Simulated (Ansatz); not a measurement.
# CrAgO2: further runs on the relaxed cell

The task here is to estimate one member of a computed series from the others.

Method: DFT PBEsol, scalar-relativistic, plane waves, PAW, in Ansatz 0.2.0.

## The system as given

The structure is trigonal, space group R-3m (No. 166). The conventional cell has a = 2.966 Å, b = 2.966 Å, c = 18.454 Å, α = 90.00°, β = 90.00°, γ = 120.00°. Cr (site symmetry -3m) has 6 O at 1.98 Å as nearest neighbours. Ag (site symmetry -3m) is surrounded by 2 O at 2.09 Å. O (site symmetry 3m) is surrounded by 3 Cr at 1.98 Å and 1 Ag at 2.09 Å.

Coordinates:

```
Cr Ag O
1.0
     1.48321    0.85633    6.15124
    -1.48321    0.85633    6.15124
     0.00000   -1.71266    6.15124
Cr Ag O
1 1 2
Direct
  0.50000 0.50000 0.50000
  0.00000 0.00000 0.00000
  0.11336 0.11336 0.11336
  0.88664 0.88664 0.88664
```

This cell was relaxed beforehand with the same method: volume 11.72 Å³/atom, gap on the mesh 0.30 eV, site moments up to 2.4 μB.

The first run:

The input, input.yaml:

```yaml
crystal:
  lattice:
    - [1.4832069331, 0.8563299221, 6.1512393834]
    - [-1.4832069331, 0.8563299221, 6.1512393834]
    - [0.0, -1.7126598442, 6.1512393834]
  atoms:
    - { symbol: Cr, position: [0.5, 0.5, 0.5], spin: 2.59 }
    - { symbol: Ag, position: [0.0, 0.0, 0.0] }
    - { symbol: O, position: [0.1133621053, 0.1133621053, 0.1133621053] }
    - { symbol: O, position: [0.8866378947, 0.8866378947, 0.8866378947] }
basis:
  ecutwfc: 420
kpoints:
  mp_grid: { grid: [12, 12, 12] }
  band_path: { path: [VBM, CBM], npoints: 2 }
hamiltonian:
  xc: pbesol
scf:
  occupations: { method: gaussian, width: 0.02 }
output:
  forces: false
  stress: false
  eigenvalues: true
  populations: true
magnetization:
  spin_polarized: true
checkpoint:
  read: start.run
  write: ck
  compress: false
  write_wavefunctions: false
  write_every: 100000
```

On the command line:

```bash
ansatz run input.yaml --threads 1 --pin off --max-ram 2560MiB --backend cpu --events-out ev --progress --plain --runs-dir out
```

Steps of the session up to this table: Band edges anywhere in the zone; Eigenvalues a small step from each edge; The cell scaled to 0.97 of its volume; Point at V/V0 = 1.03; Volume × 0.94; Volume × 1.06.

One table of the session follows, with a row left open; its other results are not shown here.

It belongs to the step «Energy against volume». 

```
volume (Å³/atom)  energy above the lowest point (meV/atom)  pressure (GPa)  gap on the mesh (eV)  largest moment (μB)
          11.016                                      23.7           11.43                  0.22                 2.30
          11.368                                         ?               ?                     ?                    ?
          11.719                                       0.0            0.00                  0.30                 2.35
          12.071                                       5.0           -4.48                  0.32                 2.38
          12.422                                      19.1           -8.27                  0.32                 2.40
```

Q: Estimate the row for volume (Å³/atom) = 11.368 from the others.

Worked estimate for «energy above the lowest point (meV/atom)». A straight line through the neighbours (11.016, 23.7) and (11.719, 0.0) gives 23.7 + (0.0 − 23.7) × (11.368 − 11.016) / (11.719 − 11.016) = 11.8; a parabola fitted to 3 rows on both sides gives 6.2.

As computed: energy above the lowest point (meV/atom): 5.6; pressure (GPa): 5.25; gap on the mesh (eV): 0.27; largest moment (μB): 2.33. In «energy above the lowest point (meV/atom)» the line misses by +6.2 and the parabola by +0.6.

Caveats from the session: Warnings in the runs' records: stability check not made.
